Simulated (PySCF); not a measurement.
**A diatomic session: CsN+**

An exercise on one series of results from a longer session: the logs are not shown, and one member is left open.

Computed with PySCF 2.14.0. Level: Cs def2-TZVP with ECP46, N def2-TZVP, scalar-relativistic core potentials.

The first run:

The job is set up so:

* atoms: Cs, N
* charge: 1
* basis: Cs def2-TZVP with ECP46, N def2-TZVP
* Hamiltonian: scalar-relativistic core potentials
* basis functions: 60
* electrons treated: 15
* masses in u: 132.9054, 14.0031
* levels: PBE0, PBE, r²SCAN, TPSSh, PBEsol, BHandHLYP, HF, MP2, SCS-MP2, CCSD, CCSD(T)
* grid: 80 radial by 434 angular points
* occupations: held fixed by the projection of orbital angular momentum
* dissociation limit: Cs+ + N, each in its ground configuration
* starting distance in angstrom: 2.960
* values of 2S to try: 1, 3

Launch:

```console
$ OMP_NUM_THREADS=1 python dia.py task.json out
```

Steps of the session up to this table: The job; First curve: PBE0; Other states along the same grid; PBE (GGA); r²SCAN; TPSSh (hybrid meta-GGA); PBEsol; BHandHLYP (global hybrid GGA); UHF (mean field); Correlated methods on the Hartree–Fock reference.

One table of the session follows, with a row left open; its other results are not shown here.

Energy (eV) from each level's lowest point:

| R (Å) | UHF | UHF-MP2 | UHF-SCS-MP2 | UHF-CCSD | UHF-CCSD(T) |
| --- | --- | --- | --- | --- | --- |
| 3.131 | 0.079 | 0.051 | 0.056 | n/a | n/a |
| 3.277 | 0.039 | 0.021 | 0.024 | 0.023 | 0.022 |
| 3.422 | ? | ? | ? | ? | ? |
| 3.532 | 0.008 | 0.001 | 0.002 | 0.002 | 0.002 |
| 3.641 | 0.003 | 0.000 | 0.000 | 0.000 | 0.000 |
| 3.750 | 0.001 | 0.001 | 0.000 | 0.000 | 0.000 |
| 3.896 | 0.000 | 0.003 | 0.002 | 0.003 | 0.003 |
| 4.078 | 0.001 | 0.008 | 0.006 | 0.007 | 0.008 |
| 4.296 | 0.004 | 0.014 | 0.012 | 0.013 | 0.014 |
| 4.588 | 0.008 | 0.022 | 0.018 | n/a | n/a |

Q: Estimate the row for R (Å) = 3.422 from the others.

Worked estimate for «UHF». A straight line through the neighbours (3.277, 0.039) and (3.532, 0.008) gives 0.039 + (0.008 − 0.039) × (3.422 − 3.277) / (3.532 − 3.277) = 0.021; a parabola fitted to 4 rows on both sides gives 0.016.

The run gave: UHF: 0.018; UHF-MP2: 0.006; UHF-SCS-MP2: 0.008; UHF-CCSD: 0.007; UHF-CCSD(T): 0.007. In «UHF» the line misses by +0.003 and the parabola by -0.002.

To keep in mind: The bond is weak, and basis-set superposition, which was not computed, may be a sizeable part of it.
